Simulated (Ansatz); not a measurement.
**CH₇B₂NOSi: a ladder of functionals and wavefunction methods**

One table from this session's results is given with a row withheld; the runs are named, their logs left out.

Computed with Ansatz 0.2.0, Gaussian basis. Level: functionals in def2-TZVPP, the program's frozen cores in correlated methods.

Levels to be run: PBE-D4, r2SCAN-D4, PBE0-D4, B3LYP-D4, ωB97X-V, ωB97M-V, B2PLYP; CCSD(T)/def2-TZVPP; MP2/def2-QZVPP; extrapolation to the limit.

### The relaxed structure

All runs share one geometry, relaxed beforehand with PBE0-D4 in a triple-zeta def2 set.

SMILES `BB[SiH](O)C=N`, 13 atoms, charge 0, spin multiplicity 1.

Atoms are counted from 1 here; the program's logs count them from 0.

Bond lengths: B1–B2 1.610 Å, B1–H7 1.201 Å, B1–H8 1.200 Å, B2–Si3 2.013 Å, B2–H9 1.200 Å, Si3–O4 1.643 Å, Si3–C5 1.898 Å, Si3–H10 1.496 Å, O4–H11 0.969 Å, C5–N6 1.270 Å, C5–H12 1.099 Å, N6–H13 1.021 Å. Angles: B2–B1–H7 121.2°, B2–B1–H8 122.5°, H7–B1–H8 116.2°, B1–B2–Si3 119.0°, B1–B2–H9 126.1°, Si3–B2–H9 114.9°, B2–Si3–O4 115.4°, B2–Si3–C5 111.7°, B2–Si3–H10 106.2°, O4–Si3–C5 103.7°, O4–Si3–H10 111.7°, C5–Si3–H10 108.0°, Si3–O4–H11 109.8°, Si3–C5–N6 114.5°, Si3–C5–H12 123.1°, N6–C5–H12 122.5°, C5–N6–H13 113.1°.

The first run:

Contents of in.yaml:

```yaml
crystal:
  periodic: [false, false, false]
  atoms:
    - {symbol: B, position_ang: [0.072707, -2.656465, 0.455227]}
    - {symbol: B, position_ang: [0.404263, -1.194968, 1.044737]}
    - {symbol: Si, position_ang: [0.689341, 0.331852, -0.235405]}
    - {symbol: O, position_ang: [0.305580, 0.019059, -1.802302]}
    - {symbol: C, position_ang: [-0.394052, 1.826735, 0.203369]}
    - {symbol: N, position_ang: [-1.152787, 2.220867, -0.736367]}
    - {symbol: H, position_ang: [-1.058884, -3.002177, 0.250111]}
    - {symbol: H, position_ang: [0.929966, -3.431921, 0.133249]}
    - {symbol: H, position_ang: [0.522411, -0.909812, 2.204094]}
    - {symbol: H, position_ang: [2.121290, 0.738095, -0.087082]}
    - {symbol: H, position_ang: [-0.329277, 0.677137, -2.121706]}
    - {symbol: H, position_ang: [-0.370034, 2.316417, 1.186701]}
    - {symbol: H, position_ang: [-1.720128, 3.030480, -0.479824]}
basis:
  gaussian: {orbitals: def2-TZVPP}
hamiltonian: {xc: pbe, dispersion: d4}
output: {forces: true, orbitals: {seedname: orbitals}}
```

The run is started by

```
$ ansatz run in.yaml --threads 4 --pin off --events-out ev --progress --plain --max-ram 10444MiB
```

Steps of the session up to this table: PBE-D4 (GGA); r2SCAN-D4 (meta-GGA); PBE0-D4 (hybrid); B3LYP-D4 (hybrid); ωB97X-V (range-separated); ωB97M-V (range-separated); B2PLYP (double hybrid); CCSD(T) in def2-TZVPP; MP2 in def2-QZVPP.

One table of the session follows, with a row left open; its other results are not shown here.

| method | atomisation energy (eV) |
| --- | --- |
| PBE-D4 | 49.983 |
| r2SCAN-D4 | 49.147 |
| PBE0-D4 | 48.991 |
| B3LYP-D4 | 49.134 |
| ωB97X-V | 49.103 |
| ωB97M-V | 49.106 |
| B2PLYP | ? |
| HF/def2-TZVPP | 35.491 |
| MP2/def2-TZVPP | 48.143 |
| CCSD/def2-TZVPP | 46.593 |
| CCSD(T)/def2-TZVPP | 47.337 |
| MP2/CBS | 49.483 |
| CCSD(T)/CBS | 48.677 |

Estimate the missing values for B2PLYP.

The run gave: atomisation energy (eV): 48.445. In the column «atomisation energy (eV)» it lies between MP2/def2-TZVPP (48.143) and CCSD(T)/CBS (48.677).

Limits of these values: Free atoms (2 B, 1 Si, 1 O, 1 C, 1 N, 7 H) were run apart at each level; the atomisation energy is their sum less the molecule, without zero-point or spin-orbit terms.
